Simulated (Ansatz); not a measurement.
# Si: the cost of one run

Method: DFT PBE, scalar-relativistic, plane waves, PAW, in Ansatz 0.2.0.

## 1. The starting structure

The structure is cubic, space group Fd-3m (No. 227). The conventional cell has a = 5.444 Å, b = 5.444 Å, c = 5.444 Å, α = 90.00°, β = 90.00°, γ = 90.00°. Si (site symmetry -43m) has 4 Si at 2.36 Å as nearest neighbours.

Structure file:

```cif
data_structure
_symmetry_space_group_name_H-M 'P 1'
_symmetry_Int_Tables_number 1
_cell_length_a 3.8493
_cell_length_b 3.8493
_cell_length_c 3.8493
_cell_angle_alpha 60.000
_cell_angle_beta 60.000
_cell_angle_gamma 60.000
_cell_volume 40.33
loop_
_atom_site_label
_atom_site_type_symbol
_atom_site_fract_x
_atom_site_fract_y
_atom_site_fract_z
_atom_site_occupancy
Si1 Si 0.75000 0.75000 0.75000 1
Si2 Si 0.50000 0.50000 0.50000 1
```

Source of the structure: the Materials Project (structure only).

(A quick probe on a coarse mesh, which set the mesh and smearing, is not shown.)

## 3. Relaxing cell and atoms

Contents of input.yaml:

```yaml
crystal:
  lattice:
    - [0.0, 2.72185119, 2.72185119]
    - [2.72185119, 0.0, 2.72185119]
    - [2.72185119, 2.72185119, 0.0]
  atoms:
    - { symbol: Si, position: [0.75, 0.75, 0.75] }
    - { symbol: Si, position: [0.5, 0.5, 0.5] }
basis:
  ecutwfc: 420
kpoints:
  mp_grid: { grid: [8, 8, 8] }
hamiltonian:
  xc: pbe
scf:
  occupations: { method: gaussian, width: 0.02 }
output:
  forces: true
  stress: true
  eigenvalues: true
  write_density: true
  write_potential: true
  elf: true
  volumetric_format: npy
relax:
  adjacent_minimum: "off"
  f_tol: 0.005
  max_steps: 80
  cell: { stress_tol: 0.05 }
```

Launch:

```bash
$ ansatz run input.yaml --threads 8 --pin off --max-ram 20480MiB --backend cpu --events-out ev --progress --plain --runs-dir out
```

Q: Estimate wall time and peak memory on 8 threads of AMD EPYC (Zen 3), shared host.

About 3 s, with a peak of 0.34 GiB.
